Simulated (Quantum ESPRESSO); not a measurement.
C, 2 atoms in the cell. The structure is cubic, space group Fd-3m (No. 227). The conventional cell has a = 3.530 Å, b = 3.530 Å, c = 3.530 Å, α = 90.00°, β = 90.00°, γ = 90.00°. Around C (site symmetry -43m) lie 4 C at 1.53 Å. The cell was built by a generator and needn't be a form met in nature.

* Program: Quantum ESPRESSO 7.5
* Task: phonon dispersion
* Functional: LDA
* Potentials or basis: PseudoDojo 0.4.1 SR LDA standard
* Cutoff: 1116 eV
* Density cutoff: 4463 eV
* k mesh: 8 × 8 × 8
* Occupations: fermi-dirac, width 0.05 eV
* Spin: no spin polarisation
* Form of the LDA correlation: PW92
* Mixing beta: 0.5
* Most SCF iterations: 120
* SCF threshold: 4e-10 Ry
* q mesh: 4 × 4 × 4

Potentials or basis: PseudoDojo 0.4.1 SR LDA standard.

Launch:

```sh
$ OMP_NUM_THREADS=1 pw.x -in pw.in > pw.out
$ OMP_NUM_THREADS=1 pw.x -in scf2.in > scf2.out
$ OMP_NUM_THREADS=1 ph.x -in ph.in > ph.out
$ OMP_NUM_THREADS=1 q2r.x -in q2r.in > q2r.out
$ OMP_NUM_THREADS=1 matdyn.x -in matdyn.in > matdyn.out
$ OMP_NUM_THREADS=1 matdyn.x -in matdyn_dos.in > matdyn_dos.out
$ OMP_NUM_THREADS=1 matdyn.x -in matdyn_mesh.in > matdyn_mesh.out
```

Hardware: 1 thread of AMD EPYC 7R43 64-Core Processor (Zen 3), with other jobs on the host.

**Question.** Estimate the wall time of this run.

**Answer.** Wall time 20 min on 1 thread of AMD EPYC 7R43 64-Core Processor (Zen 3), with other jobs on the host, peak memory 0.09 GiB. Counts: scf iterations 16, k pools 1, bands 9, k points 29, g dense 7391.
